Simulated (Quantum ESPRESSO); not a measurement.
Crystal: GdO.

```xyz
4
Lattice="0.0000 2.8018 2.8018 2.8018 0.0000 2.8018 2.8018 2.8018 0.0000" Properties=species:S:1:pos:R:3 pbc="T T T"
Gd    0.0000    0.0000    0.0000
O     1.4009    1.4009    1.4009
Gd    2.8018    2.8018    2.8018
O     4.2027    4.2027    4.2027
```

The cell comes from a database or a generator and needn't be the stable form of this composition.

Program: Quantum ESPRESSO 7.5. Alike in all runs: task single point; potentials or basis SSSP 1.3 efficiency PBE; spin collinear, antiferromagnetic start; Gd f U = 5 eV; cell as given; k mesh 5 × 5 × 5; cutoff (eV) 748; smearing gaussian 0.05 eV; the mesh is coarse, so values aren't converged.

Order these runs on this cell by their pressure, lowest first.
A. level PBE+U
B. level RPBE+U
C. level PBEsol+U
D. level LDA+U; form of the LDA correlation PZ81

D (38.8 GPa), C (45.9 GPa), A (57.0 GPa), B (62.0 GPa).

Caveats: all runs use coarse meshes; a pressure of tens of GPa on the cell as given is suspect, and the run, the potentials or the cell itself is likely at fault; the potentials were made for another functional, which shifts forces and pressure (some runs).
